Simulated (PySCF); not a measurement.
# Au (Au6+): the cost of one run

Computed with PySCF 2.14.0 and routines of our own; the level stands in each step. Atoms count from 0.

## Step 1: The starting structure

1 atom, charge 6, states of the metal's open shell are computed; geometry from: free ion.

## Step 2: Ligand-field states: state-averaged CASSCF

What the job is given:

```
{"job": {"kind": "lf", "basis": {"metal": "x2c-TZVPall", "ligand": "x2c-SVPall"}, "nevpt": true}, "charge": 6, "metal": "Au", "open_shell": "d5"}
Au     0.000000     0.000000     0.000000
```

Method: state-averaged CASSCF of the metal d shell, SC-NEVPT2 on the averaged canonical orbitals, state-interaction spin-orbit coupling.

On the command line:

```bash
OMP_NUM_THREADS=1 python lf_run.py task.json out
```

The driver reads the jobs from task.json and runs them one after another.

**Question.** How long does this first job take on 1 thread of Arm Neoverse V2, shared host, and how much memory does it need?

About 9.5 s, with a peak of 0.23 GiB.
